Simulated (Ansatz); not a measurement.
Crystal: BiTe.

```xyz
2
Lattice="0.0000 3.2350 3.2350 3.2350 0.0000 3.2350 3.2350 3.2350 0.0000" Properties=species:S:1:pos:R:3 pbc="T T T"
Bi    0.0000    0.0000    0.0000
Te    3.2350    3.2350    3.2350
```

| Item | Value |
| --- | --- |
| Program | Ansatz 0.2.0 |
| Task | relaxation of cell and atoms |
| Functional | HSE03 |
| Potentials or basis | Ansatz PAW |
| Cutoff | 420 eV (not typed: the program's choice for these potentials) |
| k mesh | 4 × 4 × 4 |
| Occupations | fermi-dirac, width 0.05 eV |
| Spin | no spin polarisation |

At the start: volume 33.86 Å³/atom.

Task: Where does the relaxation end?

Result: It ends after 4 steps and the volume is 33.19 Å³/atom (-2.0 %); space group Fm-3m (No. 225, to 0.05 Å).

The path:
| step | energy change (eV) | largest force (eV/Å) | volume (Å³) |
| --- | --- | --- | --- |
| 1 | 0.0000 | 0.0000 | 67.71 |
| 2 | -0.0037 | 0.0000 | 65.71 |
| 3 | -0.0046 | 0.0000 | 66.38 |
| 4 | -0.0043 | 0.0000 | 66.38 |

Final structure:
```xyz
2
Lattice="0.0000 3.2137 3.2137 3.2137 0.0000 3.2137 3.2137 3.2137 0.0000" Properties=species:S:1:pos:R:3 pbc="T T T"
Bi    0.0000    0.0000    0.0000
Te    3.2137    3.2137    3.2137
```

Caveat: the k mesh is coarse (spacing up to 0.42 Å⁻¹), so the values aren't converged, least of all with exact exchange; the plane-wave basis is chosen anew once the cell has moved, so the energies of steps on either side of that aren't comparable; the PAW data sets come from PBE, with cores solved anew for the run's functional, which leaves a small shift of forces and pressure.
